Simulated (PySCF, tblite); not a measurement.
# C₄H₆BCl₂N: geometry, infrared bands and NMR shifts

Aim: predict the infrared bands and NMR shifts of C₄H₆BCl₂N (`C[C@H](C#N)CB(Cl)Cl`).

The runs use tblite 0.8.0 and PySCF 2.14.0, with density-fitted response routines of our own; the level of theory stands in each step. All values are computed, except where a source is named. Atoms count from 0, in the outputs and in this text.

### 1 The molecule as given

14 atoms, charge 0, multiplicity 1; geometry from: force field or distance geometry start.

Bonds of the start (Å): C0–C1 1.51, C1–C2 1.45, C2–N3 1.15, C1–C4 1.49, C4–B5 1.60, B5–Cl6 1.86, B5–Cl7 1.85, C0–H8 1.12, C0–H9 1.12, C0–H10 1.10, C1–H11 1.10, C4–H12 1.09, C4–H13 1.11.

### 2 Geometry optimisation with GFN2-xTB

The job: settings as JSON, then the geometry in Å.

```
{"job": {"kind": "relax", "xc": "GFN2-xTB", "basis": "xTB"}, "charge": 0, "multiplicity": 1}
C     -1.661000    -0.602600     0.221900
C     -0.287100    -0.010600     0.427600
C     -0.417400     1.428000     0.515300
N     -0.551900     2.571100     0.551600
C      0.540100    -0.451400    -0.733500
B      2.001900     0.162600    -0.525100
Cl     3.110500    -0.838600     0.587600
Cl     2.326400     1.981800    -0.533000
H     -1.643200    -1.663800     0.574100
H     -2.381100     0.001700     0.826700
H     -1.936500    -0.519400    -0.834700
H      0.143900    -0.401500     1.366500
H      0.620000    -1.539700    -0.752300
H      0.134800    -0.118200    -1.714800
```

On the command line:

```bash
OMP_NUM_THREADS=1 python probes_run.py task.json out
```

One launch serves the whole session: the jobs run in the order shown.

**Question.** This job is followed by: GFN2-xTB harmonic vibrations, gas phase; GIAO PBE0/pcSseg-1 NMR shielding, non-relativistic, gas phase. What will the session give for the following? strongest single infrared mode (GFN2-xTB); zero-point energy (GFN2-xTB); 13C shifts against TMS (PBE0/pcSseg-1); 1H shifts against TMS (PBE0/pcSseg-1, means over atoms taken as alike); 15N shifts against NH3 (PBE0/pcSseg-1); 11B shifts against BF3·OEt2 (PBE0/pcSseg-1); 35Cl shifts against HCl (PBE0/pcSseg-1, means over atoms taken as alike).

The runs gave:

| quantity | value |
| --- | --- |
| strongest single infrared mode (GFN2-xTB) | 2414 cm⁻¹, 138 km/mol |
| zero-point energy (GFN2-xTB) | 60.7 kcal/mol |
| 13C shifts against TMS (PBE0/pcSseg-1) | 128.0, 39.5, 23.6, 23.2 ppm |
| 1H shifts against TMS (PBE0/pcSseg-1, means over atoms taken as alike) | 2.77, 1.88, 1.47, 1.37 ppm |
| 15N shifts against NH3 (PBE0/pcSseg-1) | 298.8 ppm |
| 11B shifts against BF3·OEt2 (PBE0/pcSseg-1) | 62.4 ppm |
| 35Cl shifts against HCl (PBE0/pcSseg-1, means over atoms taken as alike) | 289 ppm |

**Reading.** Relaxing lowered the energy by 0.767 eV in 124 steps; the close pair that moved most is B5–Cl6, from 1.863 to 1.716 Å. No mode is imaginary among the 36: a minimum at this level. The strongest single mode, at 2414 cm⁻¹, moves mainly C2 and N3. Unscaled tight-binding wavenumbers are off by several per cent, some by more. Its intensities can rank the bands wrongly. At PBE0/pcSseg-1: The largest span, 561 ppm, is at Cl6, Cl7, where the paramagnetic term is -487 ppm.
